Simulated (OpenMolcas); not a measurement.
**triplet CH6AlFSi at 6 levels**

Wanted: a comparison of 6 runs (UHF/3-21G, UB3LYP/6-31G*, UM06-2X/6-31G*, UPBE/6-31G*, USVWN5/6-31G*) of triplet CH6AlFSi. 

The results are computed with OpenMolcas 26.06.

2 further runs of the same task are left out: 2 set aside as unsound or not needed.

**1. Starting point**

The species is CH6AlFSi (10 atoms), meant as a triplet with charge 0. As SMILES of the parent species, `C[SiH2][AlH][F]`. The shape is that of a PBE0-D4/def2-TZVP optimisation. This is one conformer, not always the lowest. That shape belongs to the parent species and isn't relaxed for this state.

Bond lengths: C1–Si2 1.882 Å, Si2–Al3 2.453 Å, Al3–F4 1.655 Å, C1–H5 1.092 Å, C1–H6 1.092 Å, C1–H7 1.092 Å, Si2–H8 1.493 Å, Si2–H9 1.493 Å, Al3–H10 1.586 Å. Some angles: C1–Si2–Al3 113.1°, Si2–Al3–F4 117.3°, C1–Si2–H8 109.7°, C1–Si2–H9 109.6°, Al3–Si2–H8 109.0°, Al3–Si2–H9 108.9°, Si2–C1–H5 110.6°, Si2–C1–H6 111.0°, Si2–C1–H7 111.0°, Si2–Al3–H10 127.4°.

**2. A single-point energy at UHF/3-21G (run 1)**

File mol.inp:

```
>>> EXPORT MOLCAS_PRINT=2

&GATEWAY
  BasLib
  $CurrDir
  Coord
  10
  angstrom
  C        0.209300       1.522100      -0.549700
  Si      -0.487300       0.185700       0.578100
  Al       0.320500      -2.061900       0.018500
  F       -0.271300      -3.324400       0.910100
  H       -0.171000       2.504900      -0.262800
  H       -0.069900       1.340800      -1.589900
  H        1.299800       1.551100      -0.495300
  H       -1.978700       0.198000       0.509600
  H       -0.129200       0.490400       1.995500
  H        1.361100      -2.457900      -1.111000
  Basis
  3-21G
  Group
  NoSym

&SEWARD

&SCF
  UHF
  Spin
  3
  Thresholds
  1e-10 1e-07 1e-07 1e-05
  PrOrbitals
  1 2
```

The basis set 3-21G is read from a file made from the Basis Set Exchange's data (not shown).

On the command line:

```
$ export MOLCAS_MEM=1860
$ pymolcas mol.inp > mol.log
```

Output:

```text
--- Start Module: gateway ---
[...]
--- Stop Module: gateway /rc=_RC_ALL_IS_WELL_ ---
--- Start Module: seward ---
[...]
      Basis functions           56
--- Stop Module: seward /rc=_RC_ALL_IS_WELL_ ---
--- Start Module: scf ---
[...]
       Convergence after  26 Iterations
[...]
::    Total SCF energy                               -667.9333657242
[...]
      Total spin, S                                     1.0013330500
[...]
      Total electronic charge=   48.000000
      Total            charge=   -0.000000
[...]
      Dipole Moment (debye):
      Origin of the operator (angstrom)=   -0.0795   -0.9964    0.2870
                   X= -2.1786E-01               Y=  5.7977E+00               Z= -7.2045E-01           Total=  5.8463E+00
      Quadrupole Moment (debye*angstrom):
[...]
--- Stop Module: scf /rc=_RC_ALL_IS_WELL_ ---
[...]
```

Run time: 2.9 s. Hardware: 1 thread of Intel Xeon 6975P-C (Granite Rapids), shared host; peak memory 0.39 GiB.

**3. The energy at UB3LYP/6-31G(d) (spherical functions) (run 2)**

File job.input:

```
&GATEWAY
  BasLib
  $CurrDir
  Coord
  10
  angstrom
  C        0.209300       1.522100      -0.549700
  Si      -0.487300       0.185700       0.578100
  Al       0.320500      -2.061900       0.018500
  F       -0.271300      -3.324400       0.910100
  H       -0.171000       2.504900      -0.262800
  H       -0.069900       1.340800      -1.589900
  H        1.299800       1.551100      -0.495300
  H       -1.978700       0.198000       0.509600
  H       -0.129200       0.490400       1.995500
  H        1.361100      -2.457900      -1.111000
  Basis
  6-31Gs
  Group
  NoSym

&SEWARD
  GridInput
  Grid=UltraFine
  End of Grid

&SCF
  UHF
  Spin
  3
  KSDFT
  B3LYP
  Thresholds
  1e-10 1e-07 1e-07 1e-05
  PrOrbitals
  1 2
```

The basis set 6-31G* is read from a file made from the Basis Set Exchange's data (not shown).

On the command line:

```
$ export MOLCAS_MEM=1860
$ pymolcas job.input > job.log
```

Output:

```text
--- Start Module: gateway ---
[...]
--- Stop Module: gateway /rc=_RC_ALL_IS_WELL_ ---
--- Start Module: seward ---
[...]
      Basis functions           76
--- Stop Module: seward /rc=_RC_ALL_IS_WELL_ ---
[...]
--- Start Module: scf ---
[...]
       Convergence after  20 Iterations
[...]
::    Total KS-DFT energy                            -673.4003969416
[...]
      Total spin, S                                     1.0008573033
[...]
      Total electronic charge=   48.000000
      Total            charge=   -0.000000
[...]
      Dipole Moment (debye):
      Origin of the operator (angstrom)=   -0.0795   -0.9964    0.2870
                   X=  7.6654E-02               Y=  4.4248E+00               Z= -8.4446E-01           Total=  4.5053E+00
      Quadrupole Moment (debye*angstrom):
[...]
--- Stop Module: scf /rc=_RC_ALL_IS_WELL_ ---
[...]
```

It took 36 s on 1 thread of Intel Xeon 6975P-C (Granite Rapids), shared host; peak memory 0.43 GiB.

Runs 3 to 5 aren't shown in full; the table further down has their settings and results.

**4. The energy at UB3LYP/6-31G(d) (Cartesian functions) (run 6)**

File geom.xyz:

```xyz
10

C      0.209300     1.522100    -0.549700
Si    -0.487300     0.185700     0.578100
Al     0.320500    -2.061900     0.018500
F     -0.271300    -3.324400     0.910100
H     -0.171000     2.504900    -0.262800
H     -0.069900     1.340800    -1.589900
H      1.299800     1.551100    -0.495300
H     -1.978700     0.198000     0.509600
H     -0.129200     0.490400     1.995500
H      1.361100    -2.457900    -1.111000
```

File calc.input:

```
&GATEWAY
  BasLib = $CurrDir
  Coord = geom.xyz
  Basis = 6-31Gs
  Group = NoSym

&SEWARD
  GridInput
  Grid=UltraFine
  End of Grid

&SCF
  UHF
  Spin = 3
  KSDFT = B3LYP
  Thresholds = 1e-10 1e-07 1e-07 1e-05
  PrOrbitals = 1 1
```

The basis set 6-31G* is read from a file made from the Basis Set Exchange's data (not shown).

On the command line:

```
$ export MOLCAS_MEM=1860
$ pymolcas calc.input > calc.log
```

Output:

```text
--- Start Module: gateway ---
[...]
--- Stop Module: gateway /rc=_RC_ALL_IS_WELL_ ---
--- Start Module: seward ---
[...]
      Basis functions           80
--- Stop Module: seward /rc=_RC_ALL_IS_WELL_ ---
[...]
--- Start Module: scf ---
[...]
       Convergence after  20 Iterations
[...]
::    Total KS-DFT energy                            -673.4058037434
[...]
      Total spin, S                                     1.0008598559
[...]
      Total electronic charge=   48.000000
      Total            charge=   -0.000000
[...]
      Dipole Moment (debye):
      Origin of the operator (angstrom)=   -0.0795   -0.9964    0.2870
                   X=  7.5365E-02               Y=  4.4275E+00               Z= -8.4315E-01           Total=  4.5077E+00
      Quadrupole Moment (debye*angstrom):
[...]
--- Stop Module: scf /rc=_RC_ALL_IS_WELL_ ---
[...]
```

Wall time 35 s (1 thread of Intel Xeon 6975P-C (Granite Rapids), shared host); peak memory 0.45 GiB.

**5. All runs side by side**

| run | level | integration grid | Cartesian functions | energy (Eh) | dipole moment (D) | HOMO energy (eV) | ⟨S²⟩ | wall time |
| --- | --- | --- | --- | --- | --- | --- | --- | --- |
| 1 | UHF/3-21G | – | no | -667.933366 | 5.85 | -5.26 | 2.004 | 2.9 s |
| 2 | UB3LYP/6-31G* (spherical functions) | UltraFine | no | -673.400397 | 4.51 | -3.28 | 2.003 | 36 s |
| 3 | UM06-2X/6-31G* (spherical functions) | UltraFine | no | -673.237862 | 4.72 | -4.22 | 2.004 | 50 s |
| 4 | UPBE/6-31G* (spherical functions) | UltraFine | no | -672.911312 | 4.25 | -2.75 | 2.002 | 39 s |
| 5 | USVWN5/6-31G* (spherical functions) | UltraFine | no | -670.095420 | 4.28 | -2.71 | 2.001 | 21 s |
| 6 | UB3LYP/6-31G* (Cartesian functions) | UltraFine | yes | -673.405804 | 4.51 | -3.28 | 2.003 | 35 s |

**6. Results**

```
                                 quantity          value
                      run 6: total energy  -673.40580 Eh
                     run 6: dipole moment         4.51 D
run 6: HOMO energy (highest over α and β)       -3.28 eV
                              run 6: ⟨S²⟩          2.003
```

In words: The dipole moment (its size) runs from 4.25 D (UPBE/6-31G*) to 5.85 D (UHF/3-21G). The two ends differ in method and basis. Totals of different functionals can't be ranked against each other. All runs together took 3.1 min, the longest 50 s.
